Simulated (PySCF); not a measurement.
# MgBi+: bond curves at several levels of theory

One job finds the state of MgBi+, follows it along the bond with each method and fits the curves.

Program: PySCF 2.14.0. Level of theory: Mg aug-cc-pVDZ, Bi aug-cc-pVDZ-PP with ECP60, scalar-relativistic core potentials. These are calculated values, not measurements.

### Step 1. Set-up

The job is set up so:

* atoms: Mg, Bi
* charge: 1
* basis: Mg aug-cc-pVDZ, Bi aug-cc-pVDZ-PP with ECP60
* Hamiltonian: scalar-relativistic core potentials
* basis functions: 59
* electrons treated: 34
* masses in u: 23.9850, 208.9804
* levels: PBE0, PBE, r²SCAN, revPBE, TPSSh, r²SCAN0, LC-ωPBE, HF, MP2, SCS-MP2
* grid: 80 radial by 434 angular points
* occupations: held fixed by the projection of orbital angular momentum
* dissociation limit: Mg + Bi+, each in its ground configuration
* starting distance in angstrom: 2.915
* values of 2S to try: 0, 2

Command:

```
> OMP_NUM_THREADS=1 python dia.py task.json out
```

The runs that follow: PBE0 along the bond; Other states along the same grid; PBE; r²SCAN (meta-GGA); revPBE; TPSSh; r²SCAN0 (hybrid meta-GGA); LC-ωPBE (range-separated hybrid); ROHF (mean field).

**Question.** What will these runs give? Wanted: for each run, Re; ωe; De; μ.

As calculated:

Lowest PBE0 solution found, without spin–orbit coupling: ³Σ⁻ (triplet), unpaired electrons π ↑↑. State 2 has its PBE0 minimum 0.35 eV higher, as a spin-mixed determinant (⟨S²⟩ = 1.00), so this is no gap between pure states. State 3 has its PBE0 minimum 1.21 eV higher. State 4 has its PBE0 minimum 1.38 eV higher. The other levels ran on the lowest alone.

| level | Re (Å) | ωe (cm⁻¹) | De (eV) | μ (D) |
| --- | --- | --- | --- | --- |
| ROHF | 2.865 | 221.9 | 2.02 | -9.86 |
| ROHF-MP2 | 2.819 | 241.8 | 2.56 | n/a |
| ROHF-SCS-MP2 | 2.844 | 231.0 | 2.37 | n/a |
| PBE | 2.837 | 223.9 | 2.81 | -8.68 |
| revPBE | 2.861 | 216.7 | 2.68 | -8.75 |
| r²SCAN | 2.828 | 224.1 | 2.96 | -9.05 |
| TPSSh | 2.827 | 226.6 | 2.79 | -9.09 |
| PBE0 | 2.824 | 227.4 | 2.76 | -9.00 |
| r²SCAN0 | 2.826 | 221.7 | 2.91 | -9.17 |
| LC-ωPBE | 2.813 | 219.9 | 2.62 | -9.35 |

De is counted to Mg + Bi+ in their ground configurations. A positive dipole points from Mg to Bi; in an ion it is taken about the centre of mass and does not tell which atom is negative.

**Reading.** The methods spread over 0.051 Å in bond length, from LC-ωPBE to ROHF. Of the levels with a De here, ROHF gives the least (2.02 eV) and r²SCAN the most (2.96 eV).

Correlated steps freeze 5 core orbitals. Spin–orbit coupling is left out, which matters for elements this heavy, above all for dissociation energies. With spin–orbit coupling the term label itself may not hold.
